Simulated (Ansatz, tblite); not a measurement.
## A script for BaHfO₃ (GFN2-xTB)

These are simulated results from tblite 0.8.0, not measurements. The cell began as a database structure and was relaxed with r2SCAN in plane waves (Ansatz 0.2.0). It may be hypothetical. All runs are without spin polarisation.

The symmetry is Pm-3m (No. 221, cubic); a = 4.177 Å in the conventional setting, 14.58 Å³ an atom. Ba is surrounded by 12 O at 2.95 Å; Hf is surrounded by 6 O at 2.09 Å; O is surrounded by 2 Hf at 2.09 Å and 4 Ba at 2.95 Å.

tblite solves periodic systems at the zone centre alone, so the script builds a cluster of 2×2×2 conventional cells (40 atoms), which folds in a coarse mesh of k points.

The script, run.py:

```python
import json
from ase import Atoms
from ase.build import make_supercell
from ase.units import Bohr, GPa, Hartree
from tblite.interface import Calculator

atoms = Atoms(['Ba', 'Hf', 'O', 'O', 'O'],
              cell=[[4.17705177, 0.0, 0.0], [0.0, 4.17705177, 0.0], [0.0, 0.0, 4.17704876]],
              scaled_positions=[[0.5, 0.5, 0.997997134], [0.0, 0.0, 0.497994438], [0.0, 0.5, 0.498013161], [0.5, 0.0, 0.498013161], [0.0, 0.0, 0.998003896]],
              pbc=True)
cluster = make_supercell(atoms, [[2, 0, 0], [0, 2, 0], [0, 0, 2]])
calc = Calculator('GFN2-xTB', cluster.numbers, cluster.positions / Bohr, lattice=cluster.cell[:] / Bohr, periodic=cluster.pbc)
calc.set('temperature', 0.02 / Hartree)
calc.set('max-iter', 150)
res = calc.singlepoint()
levels = res.get('orbital-energies') * Hartree
nv = round(res.get('orbital-occupations').sum() / 2)
cells = len(cluster) // len(atoms)
out = {'energy_per_cell': res.get('energy') * Hartree / cells, 'homo': levels[nv - 1], 'lumo': levels[nv],
       'stress': (-res.get('virial') * Hartree / cluster.get_volume() / GPa).tolist(), 'charges': res.get('charges')[:len(atoms)].tolist(), 'electrons': 2 * nv / cells}
json.dump(out, open('results.json', 'w'))
for key, value in out.items():
    print(key, value)
```

Command: `python run.py`. It took 5.4 s on 1 thread of Arm Neoverse V1, with other jobs on the host, peak memory 0.1 GiB.

Output:

```
------------------------------------------------------------
  cycle        total energy    energy error   density error
------------------------------------------------------------
      1     -101.3892168722  -1.0151216E+02   5.6190356E-01
      2     -89.53352105667   1.1855696E+01   4.5101553E-01
      3     -69.57623513844   1.9957286E+01   5.2866755E-01
      4     -114.6089722405  -4.5032737E+01   1.5677590E-01
      5     -115.1433624420  -5.3439020E-01   7.6522708E-02
      6     -115.5526590884  -4.0929665E-01   5.0112771E-02
      7     -115.1411032914   4.1155580E-01   6.2966354E-02
      8     -114.9377285200   2.0337477E-01   7.9139446E-02
      9     -115.6091065423  -6.7137802E-01   1.1064004E-01
     10     -115.5950056625   1.4100880E-02   1.8023712E-02
     11     -115.6018624755  -6.8568130E-03   1.2795607E-02
     12     -115.6094218300  -7.5593545E-03   9.9921281E-03
     13     -115.6125145547  -3.0927247E-03   9.0409564E-03
     14     -115.6120684273   4.4612737E-04   8.8460019E-03
     15     -115.6171815530  -5.1131257E-03   4.3382004E-03
     16     -115.6172648396  -8.3286618E-05   4.0852695E-03
     17     -115.6189778688  -1.7130291E-03   1.7280744E-03
     18     -115.6190184724  -4.0603608E-05   1.3179364E-03
     19     -115.6190310268  -1.2554460E-05   1.2045957E-03
     20     -115.6190316779  -6.5101088E-07   1.2011131E-03
     21     -115.6190378253  -6.1474843E-06   1.1528060E-03
     22     -115.6190384878  -6.6243419E-07   9.9230697E-04
     23     -115.6190482201  -9.7323011E-06   9.6159010E-04
     24     -115.6190401120   8.1080471E-06   8.9141992E-04
     25     -115.6190369754   3.1365790E-06   8.5440321E-04
     26     -115.6190175032   1.9472279E-05   9.6624439E-04
     27     -115.6190270945  -9.5913309E-06   9.2568882E-04
     28     -115.6190300808  -2.9862792E-06   8.9394093E-04
     29     -115.6190177870   1.2293789E-05   9.4794055E-04
     30     -115.6190174585   3.2853627E-07   9.2961689E-04
     31     -115.6190148587   2.5997461E-06   9.2231535E-04
     32     -115.6190095434   5.3153052E-06   8.4532032E-04
     33     -115.6190261010  -1.6557574E-05   7.5393686E-04
     34     -115.6190461650  -2.0063981E-05   6.4129254E-04
     35     -115.6190799934  -3.3828470E-05   3.8360608E-04
     36     -115.6190825279  -2.5344323E-06   3.5219182E-04
     37     -115.6190829257  -3.9784834E-07   2.4975346E-04
     38     -115.6190829707  -4.5006715E-08   2.3773455E-04
     39     -115.6190847547  -1.7839767E-06   1.5242791E-04
     40     -115.6190853843  -6.2960622E-07   1.1404060E-04
     41     -115.6190856032  -2.1885835E-07   1.0005528E-04
     42     -115.6190857542  -1.5107213E-07   9.2726467E-05
     43     -115.6190858319  -7.7670904E-08   8.9375078E-05
     44     -115.6190859940  -1.6210167E-07   7.8282855E-05
     45     -115.6190860105  -1.6500366E-08   7.5600168E-05
     46     -115.6190860392  -2.8689826E-08   7.3338476E-05
     47     -115.6190860561  -1.6912210E-08   6.8654541E-05
     48     -115.6190860859  -2.9841132E-08   6.4644659E-05
     49     -115.6190861151  -2.9185202E-08   5.8145912E-05
     50     -115.6190861452  -3.0068620E-08   5.3185681E-05
     51     -115.6190861493  -4.1041801E-09   5.1549973E-05
     52     -115.6190861918  -4.2458666E-08   3.6127439E-05
     53     -115.6190862183  -2.6578860E-08   2.4633253E-05
     54     -115.6190862322  -1.3861310E-08   1.7866339E-05
------------------------------------------------------------

 total:                                   4.716 sec
energy_per_cell -393.2694484061226
homo -12.480049170040681
lumo -12.480049169991869
stress [[-16.938730145516644, -1.1936891123721616e-05, -1.2010218161413995e-05], [-1.1936891124486985e-05, -16.938730145140692, -1.2019741776020768e-05], [-1.2010218161115778e-05, -1.2019741775485423e-05, -16.939418393384198]]
charges [0.4809774017024502, 1.2482139625477504, -0.576398111403291, -0.5763984010863219, -0.5763989012066566]
electrons 24.0
```

The cycle table is in hartree for the whole cluster, and the lines after it are in eV (the energy for one cell). The printed stress is in GPa and positive in compression, and the pressure is its mean diagonal.

GFN2-xTB gives no gap at the points read. On the same cell, plane-wave PBE (Ansatz, 6×6×6 k points and the special points) gives a gap of 3.66 eV and r2SCAN a gap of 4.19 eV; on shared hosts these took about 4.4 and 11 core-seconds on the 5-atom cell, against 5.4 for the script. Spin-orbit coupling, left out in all these runs, can cut or reorder the gap by tenths of an eV, up to about 1 eV with Pb or Bi. This method closes a gap that PBE finds, a failure in kind.

The same script was run on cells scaled at fixed shape and fractional coordinates:

```tsv
volume (Å³/atom)	energy (meV/atom)	pressure (GPa, positive in compression)	gap (eV)
12.83	-381.0	-134.22	0.06
13.70	-110.3	-25.12	0.00
14.58	0.0	-16.94	0.00
15.45	89.7	-15.92	0.00
16.33	175.9	-15.82	0.00
```

The minimum lies beyond the smallest of these volumes.

xTB was fitted mostly to molecules, and a small cluster samples few k points, so gaps, pressures and kinks along a curve can be far from a solid's.

Spin-orbit coupling is left out.
